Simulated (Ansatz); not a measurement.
**CHGaP+ (triplet): from Hartree-Fock to the top rungs, cc-pVDZ**

The task here is to estimate one member of a computed series from the others.

The runs use Ansatz 0.2.0, Gaussian basis; cc-pVDZ, core rule «outside noble gas», up to 20 orbitals frozen.

To be run: UHF; CCSD(T) on ROHF; CCSD(T) on UHF; BCCD(T) on ROHF; CISD as a restricted active space (open shells left free, so some higher excitations enter); CCSDT(Q) on ROHF; CCSDT(Q) on UHF.

37 further runs of the same task are left out: 10 for a known fault of the program, 13 that didn't finish, 14 set aside as unsound or not needed. Runs told in other sessions of the task aren't counted.

### The system

The geometry is a PBE0/def2-TZVP stationary point (not a proven minimum) of the parent state, kept for this charge and spin. No spin-orbit coupling is included. The filled d shell of Ga may be among the frozen orbitals whatever the setting's name suggests.

4 atoms, charge 1, spin multiplicity 3.

Atoms are counted from 1 here; the program's logs count them from 0.

Bond lengths: C1–P2 1.776 Å, C1–Ga3 1.986 Å, C1–H4 1.090 Å, P2–Ga3 2.355 Å. Angles: P2–C1–Ga3 77.3°, P2–C1–H4 132.5°, Ga3–C1–H4 119.0°, C1–P2–Ga3 55.3°, C1–Ga3–P2 47.4°.

The first run:

File in.yaml:

```yaml
crystal:
  periodic: [false, false, false]
  atoms:
    - {symbol: C, position_ang: [-0.128658, 1.202292, 0.703925]}
    - {symbol: P, position_ang: [0.017018, -0.364809, 1.527579]}
    - {symbol: Ga, position_ang: [0.007389, -0.075306, -0.810008]}
    - {symbol: H, position_ang: [0.499012, 2.093070, 0.701104]}
basis:
  gaussian: {orbitals: cc-pVDZ}
total_charge: 1
magnetization: {spin_polarized: true, initial_magnetization: 2}
hamiltonian: {xc: hf}
output: {orbitals: {seedname: orbitals}}
```

The run is started by

```sh
ansatz run in.yaml --threads 1 --pin off --events-out ev --progress --plain --max-ram 2393MiB
```

Among the steps run: UHF; CCSD(T) on ROHF; CCSD(T) on UHF; BCCD(T) on ROHF; CISD as a restricted active space (open shells left free, so some higher excitations enter); CCSDT(Q) on ROHF; CCSDT(Q) on UHF.

One table of the session follows, with a row left open; its other results are not shown here.

```
   method  from RCCSDT(Q) (meV)
     ROHF               +8644.0
     RMP2               +1142.2
     UMP2                     ?
    RCCSD                +550.7
    UCCSD                +525.3
 RCCSD(T)                 +76.2
 UCCSD(T)                 +71.2
  BCCD(T)                 +76.6
   RCCSDT                 +52.9
   UCCSDT                 +39.8
RCCSDT(Q)                     0
UCCSDT(Q)                 -12.0
```

**Question.** Estimate the row for UMP2.

**Answer.** from RCCSDT(Q) (meV): +1253.4. In the column «from RCCSDT(Q) (meV)» it lies between RMP2 (+1142.2) and ROHF (+8644.0).

Not comparable, so not listed: CISD as a restricted active space (open shells left free, so some higher excitations enter) (they don't share determinant, frozen orbitals or solution with the rows shown, or repeat one).

Limits of these values: Left out of the table: UHF (another determinant or state than the rows shown). Warnings: spin contamination; coupled cluster took another determinant than the lowest. Restricted and unrestricted rows rest on different reference determinants; a gap between their highest levels can come from leftover correlation error, from unlike frozen cores or from another state.
